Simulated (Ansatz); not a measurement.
# C3H5ClFIn: how energies converge with the basis set

One table from this session's results is given with a row withheld; the runs are named, their logs left out.

The runs use Ansatz 0.2.0, Gaussian basis; one geometry, several basis sets.

The runs, in order: PBE0-D4/def2-SVP; ωB97M-V/def2-SVP; PBE0-D4/def2-QZVPP; ωB97M-V/def2-QZVPP; the functionals' def2-TZVPP values are taken from earlier runs.

## The relaxed structure

An earlier PBE0-D4 in a triple-zeta def2 set relaxation fixed the geometry. In takes the def2 core potential; no spin-orbit term is included.

SMILES `C=C[CH2][In]([F])[Cl]`, 11 atoms, charge 0, spin multiplicity 1.

Atoms are counted from 1 here; the program's logs count them from 0.

Bond lengths: C1–C2 1.325 Å, C1–H7 1.084 Å, C1–H8 1.088 Å, C2–C3 1.492 Å, C2–H9 1.090 Å, C3–In4 2.139 Å, C3–H10 1.095 Å, C3–H11 1.095 Å, In4–F5 1.951 Å, In4–Cl6 2.318 Å. Angles: C2–C1–H7 120.7°, C2–C1–H8 122.7°, H7–C1–H8 116.6°, C1–C2–C3 127.4°, C1–C2–H9 118.3°, C3–C2–H9 114.3°, C2–C3–In4 115.2°, C2–C3–H10 111.5°, C2–C3–H11 111.5°, In4–C3–H10 106.2°, In4–C3–H11 106.2°, H10–C3–H11 105.7°, C3–In4–F5 124.2°, C3–In4–Cl6 127.4°, F5–In4–Cl6 108.4°.

The first run:

in.yaml reads:

```yaml
crystal:
  periodic: [false, false, false]
  atoms:
    - {symbol: C, position_ang: [-1.292474, 0.147391, -1.140779]}
    - {symbol: C, position_ang: [-0.545424, -0.884571, -0.775677]}
    - {symbol: C, position_ang: [0.552969, -0.894802, 0.233396]}
    - {symbol: In, position_ang: [0.946978, 0.987713, 1.168320]}
    - {symbol: F, position_ang: [-0.031626, 2.630199, 0.780858]}
    - {symbol: Cl, position_ang: [2.554643, 1.454338, 2.772222]}
    - {symbol: H, position_ang: [-2.067202, 0.032461, -1.889709]}
    - {symbol: H, position_ang: [-1.168178, 1.141471, -0.716278]}
    - {symbol: H, position_ang: [-0.730881, -1.849735, -1.247880]}
    - {symbol: H, position_ang: [0.346169, -1.600899, 1.044182]}
    - {symbol: H, position_ang: [1.500427, -1.220564, -0.207954]}
basis:
  gaussian: {orbitals: def2-SVP}
hamiltonian: {xc: pbe0, dispersion: d4}
output: {orbitals: {seedname: orbitals}}
```

The run is started by

```sh
> ansatz run in.yaml --threads 2 --pin off --events-out ev --progress --plain --max-ram 32768MiB --backend cpu
```

Steps of the session up to this table: PBE0-D4 in def2-SVP; ωB97M-V in def2-SVP; PBE0-D4 in def2-QZVPP; ωB97M-V in def2-QZVPP.

One table of the session follows, with a row left open; its other results are not shown here.

It belongs to the step «Density functionals: the series». 

| functional | basis | HOMO (eV) | LUMO (eV) |
| --- | --- | --- | --- |
| PBE0-D4 | def2-SVP | -7.97 | -1.43 |
| PBE0-D4 | def2-TZVPP | ? | ? |
| PBE0-D4 | def2-QZVPP | -8.08 | -1.67 |
| ωB97M-V | def2-SVP | -10.22 | 0.35 |
| ωB97M-V | def2-TZVPP | -10.32 | 0.10 |
| ωB97M-V | def2-QZVPP | -10.33 | 0.02 |

Estimate the missing values for PBE0-D4, def2-TZVPP.

The run gave: HOMO (eV): -8.07; LUMO (eV): -1.61. In the column «HOMO (eV)» it lies between PBE0-D4, def2-QZVPP (-8.08) and PBE0-D4, def2-SVP (-7.97).
